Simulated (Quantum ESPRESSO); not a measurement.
Wanted: the native input for a Quantum ESPRESSO 7.5 run.

- Task: band structure
- Functional: LDA
- Potentials or basis: SSSP 1.3 efficiency PBE
- Cutoff: 748 eV
- Density cutoff: 5987 eV
- k mesh: 6 × 6 × 2
- Occupations: fermi-dirac, width 0.05 eV
- Spin: collinear spin, ferromagnetic start
- Starting moments: [2.0, 2.0, 2.0, 2.0] μB
- Form of the LDA correlation: PZ81
- Mixing beta: 0.3
- Most SCF iterations: 120
- SCF threshold: 8e-10 Ry

Tm:

```xyz
4
Lattice="3.5130 0.0000 0.0000 -1.7565 3.0423 0.0000 0.0000 0.0000 11.2475" Properties=species:S:1:pos:R:3 pbc="T T T"
Tm    1.7565    1.0141    8.4356
Tm    0.0000    0.0000    5.6237
Tm    0.0000    2.0282    2.8119
Tm    0.0000    0.0000    0.0000
```

The input as run:

pw.in

```
&CONTROL
  calculation = 'scf'
  prefix = 'pwscf'
  outdir = './tmp'
  pseudo_dir = './pseudo'
  tprnfor = .true.
  tstress = .true.
  disk_io = 'low'
/
&SYSTEM
  ibrav = 0
  nat = 4
  ntyp = 1
  ecutwfc = 55
  ecutrho = 440
  nbnd = 63
  input_dft = 'pz'
  occupations = 'smearing'
  smearing = 'fd'
  degauss = 0.00367493
  nspin = 2
  starting_magnetization(1) = 0.087
/
&ELECTRONS
  conv_thr = 8d-10
  electron_maxstep = 120
  mixing_beta = 0.3
/
ATOMIC_SPECIES
Tm   168.9342 Tm.paw.z_23.atompaw.wentzcovitch.v1.2.upf
CELL_PARAMETERS bohr
   6.6385896417    0.0000000000    0.0000000000
  -3.3192948207    5.7491872749    0.0000000000
   0.0000000000    0.0000000000   21.2546628204
ATOMIC_POSITIONS bohr
Tm     3.3192948212    1.9163957581   15.9409971153
Tm     0.0000000000    0.0000000000   10.6273314102
Tm    -0.0000000003    3.8327915168    5.3136657051
Tm     0.0000000000    0.0000000000    0.0000000000
K_POINTS automatic
6 6 2 0 0 0
```

pp_density.in

```
&INPUTPP
  prefix = 'pwscf'
  outdir = './tmp'
  filplot = 'density.dat'
  plot_num = 0
/
&PLOT
  nfile = 1
  filepp(1) = 'density.dat'
  iflag = 3
  output_format = 6
  fileout = 'density.cube'
/
```

pp_potential.in

```
&INPUTPP
  prefix = 'pwscf'
  outdir = './tmp'
  filplot = 'potential.dat'
  plot_num = 11
/
&PLOT
  nfile = 1
  filepp(1) = 'potential.dat'
  iflag = 3
  output_format = 6
  fileout = 'potential.cube'
/
```

pp_spin.in

```
&INPUTPP
  prefix = 'pwscf'
  outdir = './tmp'
  filplot = 'spin.dat'
  plot_num = 6
/
&PLOT
  nfile = 1
  filepp(1) = 'spin.dat'
  iflag = 3
  output_format = 6
  fileout = 'spin.cube'
/
```

bands.in

```
&CONTROL
  calculation = 'bands'
  prefix = 'pwscf'
  outdir = './tmp'
  pseudo_dir = './pseudo'
  disk_io = 'low'
  verbosity = 'high'
/
&SYSTEM
  ibrav = 0
  nat = 4
  ntyp = 1
  ecutwfc = 55
  ecutrho = 440
  nbnd = 63
  input_dft = 'pz'
  occupations = 'smearing'
  smearing = 'fd'
  degauss = 0.00367493
  nspin = 2
  starting_magnetization(1) = 0.087
/
&ELECTRONS
  conv_thr = 1d-08
  electron_maxstep = 120
  mixing_beta = 0.3
  diago_full_acc = .true.
/
ATOMIC_SPECIES
Tm   168.9342 Tm.paw.z_23.atompaw.wentzcovitch.v1.2.upf
CELL_PARAMETERS bohr
   6.6385896417    0.0000000000    0.0000000000
  -3.3192948207    5.7491872749    0.0000000000
   0.0000000000    0.0000000000   21.2546628204
ATOMIC_POSITIONS bohr
Tm     3.3192948212    1.9163957581   15.9409971153
Tm     0.0000000000    0.0000000000   10.6273314102
Tm    -0.0000000003    3.8327915168    5.3136657051
Tm     0.0000000000    0.0000000000    0.0000000000
K_POINTS crystal
60
 0.0000000000  0.0000000000  0.0000000000 1
 0.0555555556  0.0000000000  0.0000000000 1
 0.1111111111  0.0000000000  0.0000000000 1
 0.1666666667  0.0000000000  0.0000000000 1
 0.2222222222  0.0000000000  0.0000000000 1
 0.2777777778  0.0000000000  0.0000000000 1
 0.3333333333  0.0000000000  0.0000000000 1
 0.3888888889  0.0000000000  0.0000000000 1
 0.4444444444  0.0000000000  0.0000000000 1
 0.5000000000  0.0000000000  0.0000000000 1
 0.4666666667  0.0666666667  0.0000000000 1
 0.4333333333  0.1333333333  0.0000000000 1
 0.4000000000  0.2000000000  0.0000000000 1
 0.3666666667  0.2666666667  0.0000000000 1
 0.3333333333  0.3333333333  0.0000000000 1
 0.3000000000  0.3000000000  0.0000000000 1
 0.2666666667  0.2666666667  0.0000000000 1
 0.2333333333  0.2333333333  0.0000000000 1
 0.2000000000  0.2000000000  0.0000000000 1
 0.1666666667  0.1666666667  0.0000000000 1
 0.1333333333  0.1333333333  0.0000000000 1
 0.1000000000  0.1000000000  0.0000000000 1
 0.0666666667  0.0666666667  0.0000000000 1
 0.0333333333  0.0333333333  0.0000000000 1
 0.0000000000  0.0000000000  0.0000000000 1
 0.0000000000  0.0000000000  0.2500000000 1
 0.0000000000  0.0000000000  0.5000000000 1
 0.0555555556  0.0000000000  0.5000000000 1
 0.1111111111  0.0000000000  0.5000000000 1
 0.1666666667  0.0000000000  0.5000000000 1
 0.2222222222  0.0000000000  0.5000000000 1
 0.2777777778  0.0000000000  0.5000000000 1
 0.3333333333  0.0000000000  0.5000000000 1
 0.3888888889  0.0000000000  0.5000000000 1
 0.4444444444  0.0000000000  0.5000000000 1
 0.5000000000  0.0000000000  0.5000000000 1
 0.4666666667  0.0666666667  0.5000000000 1
 0.4333333333  0.1333333333  0.5000000000 1
 0.4000000000  0.2000000000  0.5000000000 1
 0.3666666667  0.2666666667  0.5000000000 1
 0.3333333333  0.3333333333  0.5000000000 1
 0.3076923077  0.3076923077  0.5000000000 1
 0.2820512821  0.2820512821  0.5000000000 1
 0.2564102564  0.2564102564  0.5000000000 1
 0.2307692308  0.2307692308  0.5000000000 1
 0.2051282051  0.2051282051  0.5000000000 1
 0.1794871795  0.1794871795  0.5000000000 1
 0.1538461538  0.1538461538  0.5000000000 1
 0.1282051282  0.1282051282  0.5000000000 1
 0.1025641026  0.1025641026  0.5000000000 1
 0.0769230769  0.0769230769  0.5000000000 1
 0.0512820513  0.0512820513  0.5000000000 1
 0.0256410256  0.0256410256  0.5000000000 1
 0.0000000000  0.0000000000  0.5000000000 1
 0.5000000000  0.0000000000  0.5000000000 1
 0.5000000000  0.0000000000  0.2500000000 1
 0.5000000000  0.0000000000  0.0000000000 1
 0.3333333333  0.3333333333  0.0000000000 1
 0.3333333333  0.3333333333  0.2500000000 1
 0.3333333333  0.3333333333  0.5000000000 1
```

Potentials or basis: SSSP 1.3 efficiency PBE.

Command:

```bash
$ OMP_NUM_THREADS=1 pw.x -in pw.in > pw.out
$ OMP_NUM_THREADS=1 pp.x -in pp_density.in > pp_density.out
$ OMP_NUM_THREADS=1 pp.x -in pp_potential.in > pp_potential.out
$ OMP_NUM_THREADS=1 pp.x -in pp_spin.in > pp_spin.out
$ OMP_NUM_THREADS=1 pw.x -in bands.in > bands.out
```

It gave:

```yaml
Pressure: -2.0 GPa
Band_gap_on_the_k_mesh: none (metal or under the smearing width)
Net_moment: 4.33 μB per cell
Absolute_moment: 5.38 μB per cell
Site_moments: Tm +1.16 μB
Valence_electrons_inside_the_program's_atomic_spheres: Tm 21.68
```

Caveat: the k mesh is coarse; the potentials were made for another functional, which shifts forces and pressure; the magnetic or orbital state may not be the lowest; some levels on the path didn't converge; spin-orbit coupling is left out, which moves the levels of the heavy elements.

Wall time 33 min on 1 thread of Arm Neoverse V1 (shared host), peak memory 1.4 GiB.
